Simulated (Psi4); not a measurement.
# BLYP/def2-SVPD run of AlClF2 (SMILES [F][Al]([F])[Cl])

What is the energy change on altering one bond length of AlClF2 at BLYP/def2-SVPD? 

The results are computed with Psi4 1.11.

1 further run of the same task is left out (set aside as unsound or not needed).

## 1. The structure to begin with

The species is AlClF2 (4 atoms), meant as a singlet with charge 0. As SMILES, `[F][Al]([F])[Cl]`. Geometry: relaxed at PBE0-D4/def2-TZVP.

Bond lengths: F1–Al2 1.631 Å, Al2–F3 1.631 Å, Al2–Cl4 2.061 Å. Angles: F1–Al2–F3 119.0°, F1–Al2–Cl4 120.5°, F3–Al2–Cl4 120.5°.

## 2. Energy and forces at BLYP/def2-SVPD

The input, alclf2.xyz:

```xyz
4
AlClF2
F      0.997200     0.721760     1.149640
Al     0.069280    -0.050750     0.053570
F      0.273490    -1.653820    -0.164660
Cl    -1.339980     0.982810    -1.038560
```

The input, run.py:

```python
import psi4

psi4.set_memory('2200 MB')
psi4.set_num_threads(1)
psi4.set_output_file('alclf2.out', False)

with open('alclf2.xyz') as f:
    atoms = ''.join(f.readlines()[2:])
molecule = psi4.geometry('0 1\n' + atoms + 'symmetry c1\nno_reorient\nno_com')

psi4.set_options({
    'basis': 'def2-SVPD',
    'reference': 'rks',
    'puream': True,
    'e_convergence': 1e-09,
    'd_convergence': 1e-08,
    'scf_type': 'pk',
    'dft_radial_points': 99,
    'dft_spherical_points': 590,
})

e_tot, wfn = psi4.gradient('blyp', molecule=molecule, return_wfn=True)
psi4.oeprop(wfn, 'MULLIKEN_CHARGES', 'MAYER_INDICES', 'DIPOLE', title='BLYP')
print('gradient / Eh bohr^-1')
print(e_tot.np.round(6))
print(f'energy = {wfn.energy():.10f} Eh')
```

Command:

```sh
$ python run.py
```

alclf2.out:

```text
[...]
  Running in c1 symmetry.
[...]
  Nuclear repulsion =  198.347935170660406
[...]
  Multiplicity = 1
[...]
  Nalpha       = 24
  Nbeta        = 24
[...]
    Number of basis functions: 97
[...]
   @RKS iter   1:  -901.95079519831904   -2.42384e-01   8.03657e-03 DIIS/ADIIS
[...]
   @RKS iter  11:  -902.16642996653320   -9.54969e-12   6.61255e-09 DIIS
[...]
    Orbital Energies [Eh]
    ---------------------
    Doubly Occupied:
       1A   -100.735120     2A    -55.533550     3A    -24.302188
       4A    -24.302183     5A     -9.200329     6A     -7.035489
       7A     -7.030682     8A     -7.029705     9A     -4.022220
      10A     -2.638797    11A     -2.633567    12A     -2.633267
      13A     -1.058568    14A     -1.049871    15A     -0.764509
      16A     -0.448434    17A     -0.412387    18A     -0.395794
      19A     -0.389293    20A     -0.374375    21A     -0.367064
      22A     -0.365240    23A     -0.318381    24A     -0.309878
[...]
  @RKS Final Energy:  -902.16642996653320
   => Energetics <=
    Nuclear Repulsion Energy =            198.3479351706604064
    One-Electron Energy =               -1645.8431296756737083
    Two-Electron Energy =                 613.2227596127511333
    DFT Exchange-Correlation Energy =     -67.8939950742709328
    Empirical Dispersion Energy =           0.0000000000000000
    VV10 Nonlocal Energy =                  0.0000000000000000
    Total Energy =                       -902.1664299665332010
[...]
  -Total Gradient:
     Atom            X                  Y                   Z
    ------   -----------------  -----------------  -----------------
       1       -0.016664091943    -0.013867328561    -0.019675952897
       2        0.010523070579    -0.007716509076     0.008146207465
       3       -0.003672037662     0.028783577840     0.003919537183
       4        0.009758859207    -0.007159635269     0.007567558082
[...]
 Multipole Moments:
 ------------------------------------------------------------------------------------
     Multipole            Electronic (a.u.)      Nuclear  (a.u.)        Total (a.u.)
 ------------------------------------------------------------------------------------
 L = 1.  Multiply by 2.5417464519 to convert [e a0] to [Debye]
 Dipole X            :         19.5944184          -19.7340509           -0.1396325
 Dipole Y            :        -14.3716955           14.4743195            0.1026239
 Dipole Z            :         15.1873610          -15.2959913           -0.1086302
 Magnitude           :                                                    0.2045224
[...]
  Mulliken Charges: (a.u.)
   Center  Symbol    Alpha    Beta     Spin     Total
       1     F     4.77986  4.77986  0.00000 -0.55971
       2    AL     5.69914  5.69914  0.00000  1.60173
       3     F     4.77986  4.77986  0.00000 -0.55971
       4    CL     8.74115  8.74115  0.00000 -0.48230
   Total alpha = 24.00000, Total beta = 24.00000, Total charge = -0.00000
  Mayer Bond Indices:
[...]
```

The script printed:

```text
gradient / Eh bohr^-1
[[-0.016664 -0.013867 -0.019676]
 [ 0.010523 -0.007717  0.008146]
 [-0.003672  0.028784  0.00392 ]
 [ 0.009759 -0.00716   0.007568]]
energy = -902.1664299665 Eh
```

Wall time 27 s (1 thread of Intel Xeon Platinum 8259CL at 2.50GHz (Skylake/Cascade Lake), shared host); peak memory 0.9 GiB.

## 3. The distorted shape

The input, alclf2.json:

```json
{
  "schema_name": "qcschema_input",
  "schema_version": 1,
  "molecule": {
    "schema_name": "qcschema_molecule",
    "schema_version": 2,
    "symbols": ["F", "Al", "F", "Cl"],
    "geometry": [2.14745831, 1.58290074, 2.48319272, 0.13092023, -0.0959036, 0.10123263, 0.5168212, -3.12526686, -0.3111623, -2.53219521, 1.85724173, -1.96259396],
    "molecular_charge": 0,
    "molecular_multiplicity": 1,
    "fix_symmetry": "c1"
  },
  "driver": "gradient",
  "model": {
    "method": "blyp",
    "basis": "def2-SVPD"
  },
  "keywords": {
    "reference": "rks",
    "puream": true,
    "e_convergence": 1e-09,
    "d_convergence": 1e-08,
    "scf_type": "pk",
    "dft_radial_points": 99,
    "dft_spherical_points": 590,
    "scf_properties": ["DIPOLE", "MAYER_INDICES", "LOWDIN_CHARGES"]
  }
}
```

Command:

```sh
$ psi4 --qcschema alclf2.json -n 1 --memory 2200MB
```

stdout:

```text
[...]
  Running in c1 symmetry.
[...]
  Nuclear repulsion =  190.796850976286038
[...]
  Multiplicity = 1
[...]
  Nalpha       = 24
  Nbeta        = 24
[...]
    Number of basis functions: 97
[...]
   @RKS iter   1:  -901.94123755866735   -3.24941e-01   7.87567e-03 DIIS/ADIIS
[...]
   @RKS iter  12:  -902.15352610354955   -6.82121e-13   2.38654e-09 DIIS
[...]
    Orbital Energies [Eh]
    ---------------------
    Doubly Occupied:
       1A   -100.745856     2A    -55.563217     3A    -24.313694
       4A    -24.281344     5A     -9.210882     6A     -7.046267
       7A     -7.041150     8A     -7.040176     9A     -4.044253
      10A     -2.661499    11A     -2.656117    12A     -2.654946
      13A     -1.065057    14A     -1.003698    15A     -0.774358
      16A     -0.449232    17A     -0.399413    18A     -0.394686
      19A     -0.392642    20A     -0.367138    21A     -0.339718
      22A     -0.335954    23A     -0.326062    24A     -0.316831
[...]
  @RKS Final Energy:  -902.15352610354955
   => Energetics <=
    Nuclear Repulsion Energy =            190.7968509762860378
    One-Electron Energy =               -1630.6202673474690528
    Two-Electron Energy =                 605.4869229465226681
    DFT Exchange-Correlation Energy =     -67.8170326788893334
    Empirical Dispersion Energy =           0.0000000000000000
    VV10 Nonlocal Energy =                  0.0000000000000000
    Total Energy =                       -902.1535261035495523
[...]
 Multipole Moments:
 ------------------------------------------------------------------------------------
     Multipole            Electronic (a.u.)      Nuclear  (a.u.)        Total (a.u.)
 ------------------------------------------------------------------------------------
 L = 1.  Multiply by 2.5417464519 to convert [e a0] to [Debye]
 Dipole X            :          0.4647170           -0.8468487           -0.3821317
 Dipole Y            :         -0.6162556            0.5700488           -0.0462068
 Dipole Z            :          0.2883525           -0.6696468           -0.3812943
 Magnitude           :                                                    0.5417979
[...]
  -Total Gradient:
     Atom            X                  Y                   Z
    ------   -----------------  -----------------  -----------------
       1        0.036570823099     0.030835291659     0.043304638265
       2       -0.039788189695    -0.050226873595    -0.051442795446
       3       -0.004717997868     0.026614454801     0.002348111063
       4        0.008014069522    -0.007182574526     0.005877359656
[...]
```

The result, in JSON:

```text
{
 "driver": "gradient",
 "model": {
  "method": "blyp",
  "basis": "def2-SVPD"
 },
 "success": true,
 "return_result": [0.03657082309888335, 0.030835291659299033, 0.043304638264796025, -0.0397881896946308, -0.05022687359510768, -0.05144279544565438, -0.004717997867781026, 0.026614454800598458, 0.0023481110627514117, 0.008014069522239403, -0.00718257452568806, 0.005877359655988124],
 "properties": {
  "calcinfo_nbasis": 97,
  "calcinfo_nmo": 97,
  "calcinfo_nalpha": 24,
  "calcinfo_nbeta": 24,
  "calcinfo_natom": 4,
  "nuclear_repulsion_energy": 190.79685097628604,
  "return_energy": -902.1535261035496,
  "return_gradient": [0.03657082309888335, 0.030835291659299033, 0.043304638264796025, -0.0397881896946308, -0.05022687359510768, -0.05144279544565438, -0.004717997867781026, 0.026614454800598458, 0.0023481110627514117, 0.008014069522239403, -0.00718257452568806, 0.005877359655988124],
  "scf_one_electron_energy": -1630.620267347469,
  "scf_two_electron_energy": 605.4869229465227,
  "scf_xc_energy": -67.81703267888933,
  "scf_dipole_moment": [-0.3821316828137338, -0.04620680560160784, -0.38129426391900756],
  "scf_total_energy": -902.1535261035496,
  "scf_total_gradient": [0.03657082309888335, 0.030835291659299033, 0.043304638264796025, -0.0397881896946308, -0.05022687359510768, -0.05144279544565438, -0.004717997867781026, 0.026614454800598458, 0.0023481110627514117, 0.008014069522239403, -0.00718257452568806, 0.005877359655988124],
  "scf_iterations": 12
 }
}
```

It took 21 s on 1 thread of Intel Xeon Platinum 8259CL at 2.50GHz (Skylake/Cascade Lake), shared host; peak memory 0.9 GiB.

## 4. What came out

Level: BLYP/def2-SVPD.

| quantity | value |
| --- | --- |
| first shape: total energy | -902.16643 Eh |
| first shape: dipole moment | 0.52 D |
| first shape: HOMO energy | -8.43 eV |
| first shape: LUMO energy | -2.43 eV |
| first shape: HOMO–LUMO gap | 6.00 eV |
| first shape: largest force on an atom | 1.506 eV/Å |
| distorted shape: total energy | -902.15353 Eh |
| distorted shape: dipole moment | 1.38 D |
| distorted shape: HOMO energy | -8.62 eV |
| distorted shape: LUMO energy | -2.97 eV |
| distorted shape: HOMO–LUMO gap | 5.65 eV |
| distorted shape: largest force on an atom | 4.225 eV/Å |
| energy change with the F1–Al2 bond stretched from 1.631 to 1.875 Å | 0.351 eV |

**Reading.** With the F1–Al2 bond stretched from 1.631 to 1.875 Å the energy rises by 0.35 eV (8.1 kcal/mol). The first shape isn't relaxed at this level, so the change isn't measured from a minimum. The largest force (first shape) is 1.51 eV/Å: the shape isn't a stationary point for this species at this level.
